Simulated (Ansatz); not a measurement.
**AuH4NS: a ladder of functionals and wavefunction methods**

How much do the methods differ for AuH4NS? The plan is to run it at one geometry with functionals of several rungs and with coupled cluster. The yardstick is the atomisation energy at the CCSD(T) limit.

Computed with Ansatz 0.2.0, Gaussian basis. Level: functionals in def2-TZVPP, the program's frozen cores in correlated methods.

The runs, in order: LDA (SPW92), PBE-D4, revPBE-D4, BLYP-D4, r2SCAN-D4, B97M-V, PBE0-D4, B3LYP-D4, r2SCANh-D4, r2SCAN0-D4, HSE06-D4, BHLYP-D4, CAM-B3LYP-D4, LC-ωPBE, ωB97X-V, ωB97M-V, B2PLYP, PBE-QIDH; CCSD(T)/def2-SVP; CCSD(T)/def2-TZVPP; CCSD(T)/def2-QZVPP; extrapolation to the limit; RPA on PBE.

**1. Structure used throughout**

The geometry comes from an earlier relaxation with PBE0-D4 in a triple-zeta def2 set; it is a stationary point, not always the lowest conformer. Au takes the def2 core potential; no spin-orbit term is included.

SMILES `[NH3+][Au-][SH]`, 7 atoms, charge 0, spin multiplicity 1.

Atoms are counted from 1 here; the program's logs count them from 0.

Bond lengths: N1–Au2 2.126 Å, N1–H4 1.014 Å, N1–H5 1.014 Å, N1–H6 1.014 Å, Au2–S3 2.250 Å, S3–H7 1.345 Å. Angles: Au2–N1–H4 111.2°, Au2–N1–H5 110.6°, Au2–N1–H6 110.9°, H4–N1–H5 108.0°, H4–N1–H6 108.1°, H5–N1–H6 107.9°, N1–Au2–S3 178.3°, Au2–S3–H7 96.7°.

**2. LDA**

This LDA is Slater exchange with PW92 correlation.

Contents of in.yaml:

```yaml
crystal:
  periodic: [false, false, false]
  atoms:
    - {symbol: N, position_ang: [-1.042852, 0.650381, -0.730071]}
    - {symbol: Au, position_ang: [0.342966, -0.357314, 0.528642]}
    - {symbol: S, position_ang: [1.762995, -1.428296, 1.906519]}
    - {symbol: H, position_ang: [-1.756407, 0.015908, -1.071857]}
    - {symbol: H, position_ang: [-0.569475, 1.051025, -1.532644]}
    - {symbol: H, position_ang: [-1.503265, 1.403919, -0.231188]}
    - {symbol: H, position_ang: [2.827339, -1.403722, 1.084798]}
basis:
  gaussian: {orbitals: def2-TZVPP}
hamiltonian: {xc: lda}
output: {orbitals: {seedname: orbitals}}
```

On the command line:

```bash
ansatz run in.yaml --threads 2 --pin off --events-out ev --progress --plain --max-ram 32768MiB --backend cpu
```

Further steps of the session: PBE-D4 (GGA); revPBE-D4 (GGA); BLYP-D4 (GGA); r2SCAN-D4 (meta-GGA); B97M-V (meta-GGA); B3LYP-D4 (hybrid); r2SCANh-D4 (hybrid); r2SCAN0-D4 (hybrid); HSE06-D4 (hybrid); BHLYP-D4 (hybrid); CAM-B3LYP-D4 (range-separated); LC-ωPBE (range-separated); ωB97X-V (range-separated); ωB97M-V (range-separated); B2PLYP (double hybrid); PBE-QIDH (double hybrid); CCSD(T) in def2-SVP; CCSD(T) in def2-TZVPP; CCSD(T) in def2-QZVPP; RPA on PBE orbitals.

Before running them: what should the planned runs give, taken together? Wanted: atomisation energy, CCSD(T)/CBS; farthest beyond LDA; mean size of error, GGA; mean size of error, meta-GGA; mean size of error, hybrid; mean size of error, range-separated; mean size of error, double hybrid; gap, smallest and largest; T1 diagnostic.

**Answer**, as computed:

| quantity | value |
| --- | --- |
| atomisation energy, CCSD(T)/CBS | 491.2 kcal/mol |
| functionals within 2.5 kcal/mol (0.5 %) | PBE-D4 |
| farthest beyond LDA | BHLYP-D4 (-27.7 kcal/mol) |
| mean size of error, GGA | 7.5 kcal/mol |
| mean size of error, meta-GGA | 7.1 kcal/mol |
| mean size of error, hybrid | 14.2 kcal/mol |
| mean size of error, range-separated | 8.4 kcal/mol |
| mean size of error, double hybrid | 14.3 kcal/mol |
| gap, smallest and largest | 2.87 eV (BLYP-D4), 9.51 eV (LC-ωPBE) |
| T1 diagnostic | 0.0142 |
| triples share of the correlation energy | 3.8 % |

In words: LDA overbinds by 75.0 kcal/mol (15 %). PBE-D4 misses by +2.0 kcal/mol. Double hybrids carry the basis error of their MP2 part in triple zeta, and no dispersion term here, so their miss is partly the set-up's. By mean error the best rung here is meta-GGA (7.1 kcal/mol) and the worst beyond LDA is double hybrid (14.3 kcal/mol). The gap between the best rungs is small, so their order is not settled. The reference freezes the cores and leaves out spin-orbit coupling and excitations past (T), so misses under about 2.5 kcal/mol can't be ranked. All levels share the lack of spin-orbit coupling, which lowers the free heavy atoms and so the true binding. Hartree-Fock recovers 64 % of the binding; the rest is correlation. CCSD(T) in def2-SVP is off by -46.4 kcal/mol, worse than the median functional, from the basis alone. The gap grows from 2.9 to 9.5 eV across the functionals, mostly with the share of exact exchange. Correlated methods include outer-core shells of Au, which these sets cover unevenly.
